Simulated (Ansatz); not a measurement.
# Na6Bi: the cost of one run

Method: DFT PBE, scalar-relativistic, plane waves, PAW, in Ansatz 0.2.0.

1 further run of the same task is left out (it didn't finish). Runs told in other sessions of the task aren't counted.

### Step 1. Starting point

The structure is trigonal, space group P-3m1 (No. 164). The conventional cell has a = 3.840 Å, b = 3.840 Å, c = 20.510 Å, α = 90.00°, β = 90.00°, γ = 120.00°. Around Na (site symmetry 3m) lie 3 Bi at 3.53 Å and 9 Na at 3.73 to 3.84 Å. Around Na (site symmetry 3m) lie 12 Na at 3.73 to 3.84 Å. Bi (site symmetry -3m) is surrounded by 6 Na at 3.53 Å and 6 Bi at 3.84 Å.

Structure file:

```
Na Bi
1.0
     3.84030    0.00000    0.00000
    -1.92015    3.32580    0.00000
     0.00000    0.00000   20.50974
Na Bi
6 1
Cartesian
  0.0000 2.2172 13.0002
  1.9202 1.1086 16.0040
  0.0000 2.2172 19.0078
  1.9202 1.1086 1.5019
  0.0000 2.2172 4.5057
  1.9202 1.1086 7.5095
  0.0000 0.0000 10.2549
```

A structure generator made this guess: close-packed layers stacked ABABABC|A (P-3m1, No. 164). Its size is a rough estimate.

### Step 2. The guess as it stands, on a coarse mesh

Input file input.yaml:

```yaml
crystal:
  lattice:
    - [3.84030286, 0.0, 0.0]
    - [-1.92015143, 3.32579984, 0.0]
    - [0.0, 0.0, 20.5097359]
  atoms:
    - { symbol: Na, position: [0.33333333, 0.66666667, 0.63385733] }
    - { symbol: Na, position: [0.66666667, 0.33333333, 0.7803144] }
    - { symbol: Na, position: [0.33333333, 0.66666667, 0.92677147] }
    - { symbol: Na, position: [0.66666667, 0.33333333, 0.07322853] }
    - { symbol: Na, position: [0.33333333, 0.66666667, 0.2196856] }
    - { symbol: Na, position: [0.66666667, 0.33333333, 0.36614267] }
    - { symbol: Bi, position: [0.0, 0.0, 0.5] }
basis:
  ecutwfc: 420
kpoints:
  mp_grid: { grid: [6, 6, 1] }
hamiltonian:
  xc: pbe
scf:
  occupations: { method: gaussian, width: 0.1 }
  lower_state_search: "off"
output:
  forces: true
  stress: true
  eigenvalues: true
```

Started as:

```
> ansatz run input.yaml --threads 1 --pin off --max-ram 2560MiB --backend cpu --events-out ev --progress --plain --runs-dir out
```

Q: Estimate wall time and peak memory on 1 thread of Intel Xeon at 2.50GHz (Skylake/Cascade Lake), shared host.

About 9.8 s, with a peak of 0.47 GiB.
